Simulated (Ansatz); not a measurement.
Geometry optimisation, DFT PBE, scalar-relativistic, plane waves, PAW in Ansatz.

Input:

```yaml
accuracy: low
crystal:
  lattice:
    - [5.7832, 0.0, 0.0]
    - [-2.8916, 5.008398, 0.0]
    - [0.0, 0.0, 15.2447]
  atoms:
    - { symbol: W, position: [0.0, 0.0, 0.0655966] }
    - { symbol: C, position: [0.3333333, 0.1666667, 0.1584092] }
    - { symbol: W, position: [0.0, 0.0, 0.2512217] }
    - { symbol: C, position: [0.3333333, 0.1666667, 0.3440343] }
    - { symbol: W, position: [0.0, 0.5, 0.0655966] }
    - { symbol: C, position: [0.3333333, 0.6666667, 0.1584092] }
    - { symbol: W, position: [0.0, 0.5, 0.2512217] }
    - { symbol: C, position: [0.3333333, 0.6666667, 0.3440343] }
    - { symbol: W, position: [0.5, 0.0, 0.0655966] }
    - { symbol: C, position: [0.8333333, 0.1666667, 0.1584092] }
    - { symbol: W, position: [0.5, 0.0, 0.2512217] }
    - { symbol: C, position: [0.8333333, 0.1666667, 0.3440343] }
    - { symbol: W, position: [0.5, 0.5, 0.0655966] }
    - { symbol: C, position: [0.8333333, 0.6666667, 0.1584092] }
    - { symbol: W, position: [0.5, 0.5, 0.2512217] }
    - { symbol: C, position: [0.8333333, 0.6666667, 0.3440343] }
    - { symbol: O, position: [-0.0240597, -8.16e-05, 0.4043832] }
basis:
  ecutwfc: 420.0
kpoints:
  mp_grid: { grid: [2, 2, 1] }
hamiltonian:
  xc: pbe
  pseudopotentials: { kind: paw, azcp: { folder: soft_1 } }
scf:
  occupations: { method: fermi_dirac, width: 0.05 }
  lower_state_search: "off"
relax:
  f_tol: 0.08
  max_steps: 25
  adjacent_minimum: "off"
  constraints: [{ sites: [0, 4, 8, 12] }]
output:
  write_density: true
  write_potential: true
  elf: true
  volumetric_format: npy
```

Command:

```bash
$ ansatz run input.yaml --threads 1 --pin off --max-ram 3072MiB --backend cpu --events-out ev --progress --plain --runs-dir out
```

Task: Where does it end, and by what steps?

Result: The forces met the threshold. The threshold is loose, so the end isn't yet a minimum. Limits of this set-up: coarse k mesh, thin slab, slab without dipole correction, low accuracy level. After 13 steps the energy has fallen by 4.955 eV; O17 moved furthest, 1.61 Å. Parted: W3–O17.

| step | energy less start (eV) | largest force component (eV/Å) | accepted |
| --- | --- | --- | --- |
| 0 | 0.0000 | 4.737 | yes |
| 1 | -2.3242 | 1.460 | yes |
| 2 | -2.7338 | 2.322 | yes |
| 3 | -3.3749 | 1.328 | yes |
| 4 | -3.9092 | 1.265 | yes |
| 5 | -4.2769 | 3.127 | yes |
| 6 | -4.3504 | 2.293 | yes |
| 7 | -4.5624 | 0.688 | yes |
| 8 | -4.6504 | 0.878 | yes |
| 9 | -4.7414 | 0.895 | yes |
| 10 | -4.8652 | 0.445 | yes |
| 11 | -4.9153 | 2.021 | yes |
| 12 | -4.9527 | 0.245 | yes |
| 13 | -4.9547 | 0.058 | yes |

```xyz
17
Lattice="5.7832 0.0000 0.0000 -2.8916 5.0084 0.0000 0.0000 0.0000 15.2447" Properties=species:S:1:pos:R:3
W 0.000 0.000 1.000
C 1.446 0.806 2.318
W 0.026 -0.015 3.851
C 1.446 0.809 5.003
W -1.446 2.504 1.000
C -0.025 3.353 2.318
W -1.445 2.534 3.850
C -0.021 3.351 5.003
W 2.892 0.000 1.000
C 4.338 0.834 2.378
W 2.866 -0.015 3.851
C 4.338 0.839 5.448
W 1.446 2.504 1.000
C 2.916 3.353 2.318
W 1.446 2.504 3.899
C 2.914 3.351 5.002
O -1.443 0.837 6.617
```

Run time: 2.5 min on 1 thread of Arm Neoverse V2, on a shared host, peak memory 0.62 GiB.
